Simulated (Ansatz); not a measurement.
# GaH (triplet): wave-function methods side by side at distance Ga1–H2 = 1.744 Å, cc-pVQZ

An exercise on one series of results from a longer session: the logs are not shown, and one member is left open.

Program: Ansatz 0.2.0, Gaussian basis. Level of theory: cc-pVQZ, core rule «outside noble gas», up to 14 orbitals frozen. These are calculated values, not measurements.

To be run: UHF; CCSD(T) on ROHF; CCSD(T) on UHF; BCCD(T) on ROHF; CCSDT(Q) on ROHF; CCSDT(Q) on UHF; CASSCF and NEVPT2, 4 electrons in 5 orbitals; Full CI.

22 further runs of the same task are left out: 3 for a known fault of the program, 15 that didn't finish, 4 set aside as unsound or not needed.

## What is computed

The geometry derives from a PBE0/def2-TZVP stationary point (not a proven minimum). One bond is set to the value named and the two fragments are kept rigid. No spin-orbit coupling is included. The filled d shell of Ga may be among the frozen orbitals whatever the setting's name suggests; the logs give the count.

2 atoms, charge 0, spin multiplicity 3.

Atoms are counted from 1 here; the program's logs count them from 0.

Bond lengths: Ga1–H2 1.744 Å.

Coordinates:

```
Ga    0.0000    0.0000    0.0000
H     0.0000    0.0000    1.7440
```

The first run:

Contents of in.yaml:

```yaml
crystal:
  periodic: [false, false, false]
  atoms:
    - {symbol: Ga, position_ang: [0.000000, 0.000000, 0.000000]}
    - {symbol: H, position_ang: [0.000000, 0.000000, 1.744000]}
basis:
  gaussian: {orbitals: cc-pVQZ}
magnetization: {spin_polarized: true, initial_magnetization: 2}
hamiltonian: {xc: hf}
output: {orbitals: {seedname: orbitals}}
```

On the command line:

```bash
$ ansatz run in.yaml --threads 1 --pin off --events-out ev --progress --plain --max-ram 2393MiB
```

Among the steps run: UHF; CCSD(T) on ROHF; CCSD(T) on UHF; BCCD(T) on ROHF; CCSDT(Q) on ROHF; CCSDT(Q) on UHF; CASSCF and NEVPT2, 4 electrons in 5 orbitals; Full CI.

One of the session's tables, all rows but one given; the rest of the session is left out.

```
        method  from FCI (kJ/mol)
          ROHF             +171.2
           UHF             +157.8
          RMP2              +45.5
          UMP2              +41.4
         RCCSD               +6.2
         UCCSD               +3.9
      RCCSD(T)               +1.3
      UCCSD(T)               -0.4
       BCCD(T)               +1.2
        RCCSDT                  ?
        UCCSDT               -1.7
     RCCSDT(Q)               -0.2
     UCCSDT(Q)               -1.8
CASSCF valence             +102.6
NEVPT2 valence              +26.9
           FCI                  0
```

**Question.** Estimate the row for RCCSDT.

The run gave: from FCI (kJ/mol): -0.1. In the column «from FCI (kJ/mol)» it lies between RCCSDT(Q) (-0.2) and FCI (0).

Among the levels timed on like hardware and quicker than the yardstick, those that no quicker one beats, quickest first: NEVPT2 valence (4.5 s, +26.9 kJ/mol); BCCD(T) (6 s, +1.2 kJ/mol); UCCSD(T) (17 s, -0.4 kJ/mol).

Caveats from the session: The yardstick is full CI for this spin, exact in this basis with these frozen cores. UCCSD(T), UCCSDT, UCCSDT(Q) fall below full CI: unrestricted runs freeze a spin-polarised core, another one than full CI's, and coupled cluster isn't variational. Levels on UHF freeze UHF's core orbitals, full CI those of ROHF, so the U rows can settle a little off it for that reason alone. Restricted and unrestricted rows rest on different reference determinants; where their highest levels disagree by more than a few hundredths of an eV, they describe different states and don't form one ladder.
